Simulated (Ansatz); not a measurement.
**Alloy of MgO and ZnO (22 of 32 Mg sites exchanged), 64 atoms**

Aim: relax the alloy cell and compare the gap by PBEsol and HSE06.

All numbers are computed with Ansatz 0.2.0 (PAW, plane waves).

## Step 1: The system as built

64 atoms (32 O, 10 Mg, 22 Zn); a = 8.499 Å, b = 8.499 Å, c = 8.499 Å, α = 90.00°, β = 90.00°, γ = 90.00°. All atoms were shaken off their sites by about 0.02 Å along each axis.

The runs, in order: (2) PBEsol cell relaxation at the single k point (¼, ¼, ¼), on 7 threads of Arm Neoverse-V2; (3) HSE06 single point at the Γ point alone, on 7 threads of Arm Neoverse-V2.

## Step 2: Relaxing cell and atoms with PBEsol

in.yaml

```yaml
crystal:
  lattice:
    - [8.498796, 0.000000, 0.000000]
    - [0.000000, 8.498796, 0.000000]
    - [0.000000, 0.000000, 8.498796]
  atoms:
    - { symbol: O, position: [0.248380, 0.003600, 0.996860] }
    - { symbol: O, position: [0.249637, 0.003705, 0.505132] }
    - { symbol: O, position: [0.244722, 0.504249, 0.999207] }
    - { symbol: O, position: [0.254138, 0.501055, 0.503549] }
    - { symbol: O, position: [0.753625, 0.999989, 0.001119] }
    - { symbol: O, position: [0.748651, 0.004267, 0.500995] }
    - { symbol: O, position: [0.745342, 0.499453, 0.998741] }
    - { symbol: O, position: [0.747190, 0.500164, 0.505082] }
    - { symbol: O, position: [0.003543, 0.250955, 0.999062] }
    - { symbol: O, position: [0.000271, 0.252033, 0.495813] }
    - { symbol: O, position: [0.000968, 0.749169, 0.000740] }
    - { symbol: O, position: [0.998039, 0.751214, 0.501721] }
    - { symbol: O, position: [0.497970, 0.253599, 0.999019] }
    - { symbol: O, position: [0.498598, 0.248377, 0.501339] }
    - { symbol: O, position: [0.501057, 0.752547, 0.994009] }
    - { symbol: O, position: [0.500066, 0.751043, 0.497400] }
    - { symbol: O, position: [0.004408, 0.996546, 0.250305] }
    - { symbol: O, position: [0.001848, 0.999766, 0.750199] }
    - { symbol: O, position: [0.002256, 0.501497, 0.251892] }
    - { symbol: O, position: [0.002285, 0.496909, 0.747897] }
    - { symbol: O, position: [0.501570, 0.996163, 0.251661] }
    - { symbol: O, position: [0.501524, 0.000218, 0.750876] }
    - { symbol: O, position: [0.494756, 0.502495, 0.251536] }
    - { symbol: O, position: [0.502298, 0.500390, 0.752089] }
    - { symbol: O, position: [0.248735, 0.248746, 0.246139] }
    - { symbol: O, position: [0.248908, 0.247904, 0.748567] }
    - { symbol: O, position: [0.250908, 0.752153, 0.249349] }
    - { symbol: O, position: [0.251102, 0.752978, 0.754652] }
    - { symbol: O, position: [0.753186, 0.251280, 0.250611] }
    - { symbol: O, position: [0.748284, 0.250518, 0.748586] }
    - { symbol: O, position: [0.751770, 0.748959, 0.250828] }
    - { symbol: O, position: [0.746125, 0.750710, 0.748524] }
    - { symbol: Mg, position: [0.003873, 0.002041, 0.997564] }
    - { symbol: Mg, position: [0.997082, 0.004337, 0.498337] }
    - { symbol: Mg, position: [0.001065, 0.498796, 0.499223] }
    - { symbol: Mg, position: [0.252513, 0.250548, 0.499445] }
    - { symbol: Mg, position: [0.748394, 0.247009, 0.500650] }
    - { symbol: Mg, position: [0.250499, 0.998720, 0.251775] }
    - { symbol: Mg, position: [0.248778, 0.504348, 0.751897] }
    - { symbol: Mg, position: [0.003704, 0.249345, 0.247818] }
    - { symbol: Mg, position: [0.500350, 0.246839, 0.250008] }
    - { symbol: Mg, position: [0.501296, 0.751841, 0.252092] }
    - { symbol: Zn, position: [0.993333, 0.498784, 0.999096] }
    - { symbol: Zn, position: [0.500542, 0.000472, 0.000051] }
    - { symbol: Zn, position: [0.497109, 0.996666, 0.502691] }
    - { symbol: Zn, position: [0.496200, 0.496902, 0.998951] }
    - { symbol: Zn, position: [0.501315, 0.494298, 0.500669] }
    - { symbol: Zn, position: [0.251075, 0.249188, 0.999836] }
    - { symbol: Zn, position: [0.253641, 0.750753, 0.002199] }
    - { symbol: Zn, position: [0.255051, 0.750446, 0.498320] }
    - { symbol: Zn, position: [0.752683, 0.253598, 0.997128] }
    - { symbol: Zn, position: [0.748756, 0.748666, 0.996072] }
    - { symbol: Zn, position: [0.751543, 0.748619, 0.501818] }
    - { symbol: Zn, position: [0.254283, 0.999371, 0.751923] }
    - { symbol: Zn, position: [0.253618, 0.501376, 0.251397] }
    - { symbol: Zn, position: [0.747262, 0.002856, 0.247715] }
    - { symbol: Zn, position: [0.745571, 0.999427, 0.743547] }
    - { symbol: Zn, position: [0.749785, 0.499318, 0.246819] }
    - { symbol: Zn, position: [0.752581, 0.502768, 0.755016] }
    - { symbol: Zn, position: [0.000938, 0.248238, 0.749033] }
    - { symbol: Zn, position: [0.000342, 0.746521, 0.251493] }
    - { symbol: Zn, position: [0.997618, 0.748566, 0.748307] }
    - { symbol: Zn, position: [0.500518, 0.249511, 0.751465] }
    - { symbol: Zn, position: [0.497987, 0.752329, 0.748245] }
  symmetry: { detect: false }
kpoints:
  mp_grid: { grid: [1, 1, 1], shift: [0.25, 0.25, 0.25] }
hamiltonian:
  xc: pbesol
scf:
  occupations: { method: fermi_dirac, width: 0.01 }
relax:
  f_tol: 0.03
  max_steps: 80
  escape_saddle: false
  adjacent_minimum: "off"
  cell: { fix: [shape] }
output:
  forces: true
  eigenvalues: true
  populations: true
```

The runs that follow: HSE06 single point.

**Question.** What will these runs give? Wanted: for each run, top filled to lowest empty.

The runs gave:

| level | time | k points | top filled to lowest empty (eV) |
| --- | --- | --- | --- |
| PBEsol, relaxation | 56 s (7 CPU threads) | (¼, ¼, ¼) | 2.89 |
| HSE06 | 3.8 min (7 CPU threads) | Γ | 3.46 |

```
     quantity                                                                      value
   relaxation                                           5 recorded steps, 0.46 eV gained
largest shift                                              0.07 Å (O15 and others alike)
 relaxed cell  a = 8.500 Å, b = 8.500 Å, c = 8.500 Å, α = 90.00°, β = 90.00°, γ = 90.00°
   mean bonds                                                   Mg–O 2.113, O–Zn 2.130 Å
```

**What this shows.** Relaxation gains 0.46 eV, with shifts up to 0.07 Å (O15 and others alike), while the volume changes by +0.0 %. The mean lengths differ by only 0.02 Å, over all coordinations together. The relaxation ran on other k points, so part of any difference from the later rows can come from the mesh. With one k point the spacing samples only the states that fold onto it, so it can exceed the gap over the zone.
